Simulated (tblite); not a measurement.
# C4H8AlCl: the cost of one run

The runs use tblite 0.8.0 and PySCF 2.14.0, with density-fitted response routines of our own; the level of theory stands in each step. All values are computed, except where a source is named. Atoms count from 0, in the outputs and in this text.

## (1) The starting structure

14 atoms, charge 0, multiplicity 1; geometry from: force field or distance geometry start.

Bonds of the start (Å): C0–C1 1.35, C1–C2 1.52, C1–C3 1.51, C3–Al4 2.01, Al4–Cl5 2.21, C0–H6 1.08, C0–H7 1.09, C2–H8 1.11, C2–H9 1.11, C2–H10 1.10, C3–H11 1.10, C3–H12 1.10, Al4–H13 1.59.

## (2) Geometry optimisation with GFN2-xTB

What the job is given:

```
{"job": {"kind": "relax", "xc": "GFN2-xTB", "basis": "xTB"}, "charge": 0, "multiplicity": 1}
C      1.003000     0.870500     1.290100
C      0.628800     0.114900     0.238700
C      1.156400    -1.304500     0.152900
C     -0.306100     0.659000    -0.807800
Al    -2.207600     0.394900    -0.228700
Cl    -2.954800    -1.635800     0.211500
H      1.662100     0.491900     2.053100
H      0.631000     1.894200     1.396400
H      0.853000    -1.877100     1.053900
H      0.728900    -1.818100    -0.737600
H      2.251900    -1.295300     0.070100
H     -0.116800     1.727600    -0.978700
H     -0.167200     0.117400    -1.751200
H     -3.163100     1.659700    -0.069600
```

Command:

```bash
OMP_NUM_THREADS=1 python probes_run.py task.json out
```

The driver reads the jobs from task.json and runs them one after another.

Q: Estimate the wall time and peak memory of this first job on 1 thread of Arm Neoverse V1, shared host.

About 1.2 s, with a peak of 0.18 GiB.
